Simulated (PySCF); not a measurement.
# F3H3NTm (Tm(F)3(NH3)-): the cost of one run

The runs use PySCF 2.14.0; PBE0, Tm lcecp-0-SVP with ECP59, F def2-SVP, N def2-SVP, H def2-SVP; scalar-relativistic core potentials, no spin–orbit coupling.

1 further run of the same task is left out (for a known fault of the program).

## (1) The starting structure

8 atoms, charge -1, spin multiplicity 1.

Bond lengths: Tm1–F2 2.193 Å, Tm1–F3 2.193 Å, Tm1–F4 2.193 Å, Tm1–N5 2.630 Å, N5–H6 1.020 Å, N5–H7 1.020 Å, N5–H8 1.020 Å. Angles: F2–Tm1–F3 109.5°, F2–Tm1–F4 109.5°, F2–Tm1–N5 109.5°, F3–Tm1–F4 109.5°, F3–Tm1–N5 109.5°, F4–Tm1–N5 109.5°, Tm1–N5–H6 113.0°, Tm1–N5–H7 113.0°, Tm1–N5–H8 113.0°, H6–N5–H7 105.8°, H6–N5–H8 105.8°, H7–N5–H8 105.8°.

As a file:

| atom | x (Å) | y (Å) | z (Å) |
| --- | --- | --- | --- |
| Tm1 | 0.0000 | 0.0000 | 0.0000 |
| F2 | 1.2661 | 1.2661 | 1.2661 |
| F3 | -1.2661 | -1.2661 | 1.2661 |
| F4 | 1.2661 | -1.2661 | -1.2661 |
| N5 | -1.5184 | 1.5184 | -1.5184 |
| H6 | -2.1316 | 2.1316 | -0.9814 |
| H7 | -0.9814 | 2.1316 | -2.1316 |
| H8 | -2.1316 | 0.9814 | -2.1316 |

Formal oxidation states: Tm +2. Each metal's 13 4f electrons lie in its core potential, so multiplicities, spins and levels count the valence alone.

## (2) SCF at the start, singlet

Contents of run.py (the lines that set the calculation):

```python
mol = gto.M(atom='''
Tm     0.00000     0.00000     0.00000
F      1.26610     1.26610     1.26610
F     -1.26610    -1.26610     1.26610
F      1.26610    -1.26610    -1.26610
N     -1.51840     1.51840    -1.51840
H     -2.13160     2.13160    -0.98140
H     -0.98140     2.13160    -2.13160
H     -2.13160     0.98140    -2.13160''',
    basis={'Tm': 'lcecp-0-SVP', 'F': 'def2-SVP', 'N': 'def2-SVP', 'H': 'def2-SVP'},
    ecp={'Tm': 'lcecp-0-SVP'},
    charge=-1, spin=0)
mf = dft.RKS(mol, xc='PBE0')
mf.grids.atom_grid = (50, 194)  # f atoms: unpruned, at least (60, 302)
mf = mf.density_fit()  # fitting sets: Tm AutoAux, F def2-universal-JKFIT, N def2-universal-JKFIT, H def2-universal-JKFIT
mf.conv_tol = 1e-08; mf.max_cycle = 55
mf.kernel(dm0)  # dm0: free metal ions and neutral atoms
```

Run with:

```console
> OMP_NUM_THREADS=2 python run.py
```

What time and memory should one allow on 2 threads of Arm Neoverse V1, shared host?

About 3 s, with a peak of 0.6 GiB.
